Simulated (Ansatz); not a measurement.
# CH2ISi+ (SMILES [SiH+]=CI): functionals against CCSD(T) at one geometry

An exercise on one series of results from a longer session: the logs are not shown, and one member is left open.

Computed with Ansatz 0.2.0, Gaussian basis. Level: single points in def2-TZVPP.

Correlated methods freeze the cores. Filled d shells of the heavier atoms are correlated. Core potentials replace the inner electrons past krypton, and spin-orbit coupling is left out.

2 further runs of the same task are left out: 2 that didn't finish.

## Starting geometry

SMILES `[SiH+]=CI`, 5 atoms, charge 1, spin multiplicity 1.

Atoms are counted from 1 here; the program's logs count them from 0.

Bond lengths: Si1–C2 1.750 Å, Si1–H4 1.531 Å, C2–I3 2.141 Å, C2–H5 1.087 Å. Angles: C2–Si1–H4 176.3°, Si1–C2–I3 121.6°, Si1–C2–H5 123.0°, I3–C2–H5 112.3°.

Geometry (Å):

```xyz
5
charge 1, multiplicity 1
Si   -0.9350    0.3985   -0.4971
C     0.3104   -0.3087    0.5090
I     2.3373   -0.4719   -0.1613
H    -2.0042    0.9495   -1.4447
H     0.2255   -0.3851    1.5896
```

Set-up of the first run:

run/in.yaml

```yaml
crystal:
  periodic: [false, false, false]
  atoms:
    - {symbol: Si, position_ang: [-0.934955, 0.398526, -0.497066]}
    - {symbol: C, position_ang: [0.310385, -0.308748, 0.508990]}
    - {symbol: I, position_ang: [2.337340, -0.471923, -0.161280]}
    - {symbol: H, position_ang: [-2.004165, 0.949538, -1.444700]}
    - {symbol: H, position_ang: [0.225546, -0.385095, 1.589599]}
basis:
  gaussian: {orbitals: def2-TZVPP}
total_charge: 1
hamiltonian: {xc: pbe, dispersion: d4}
output: {forces: true}
```

On the command line:

```
$ ansatz run in.yaml --threads 2 --pin off --events-out ev --progress --plain --max-ram 3481MiB
```

Steps of the session up to this table: PBE-D4/def2-TZVPP; r2SCAN-D4/def2-TZVPP; PBE0-D4/def2-TZVPP; wB97M-V/def2-TZVPP; CCSD(T)/def2-TZVPP.

One table of the session follows, with a row left open; its other results are not shown here.

| method | RMS force component (eV/Å) | angle to CCSD(T) forces (°) |
| --- | --- | --- |
| PBE-D4 | 0.575 | 14.0 |
| r2SCAN-D4 | 0.647 | 9.5 |
| PBE0-D4 | ? | ? |
| wB97M-V | 0.802 | 17.5 |
| CCSD(T) | 0.533 | reference |

Estimate the missing values for PBE0-D4.

The run gave: RMS force component (eV/Å): 0.733; angle to CCSD(T) forces (°): 13.0. In the column «RMS force component (eV/Å)» it lies between r2SCAN-D4 (0.647) and wB97M-V (0.802).
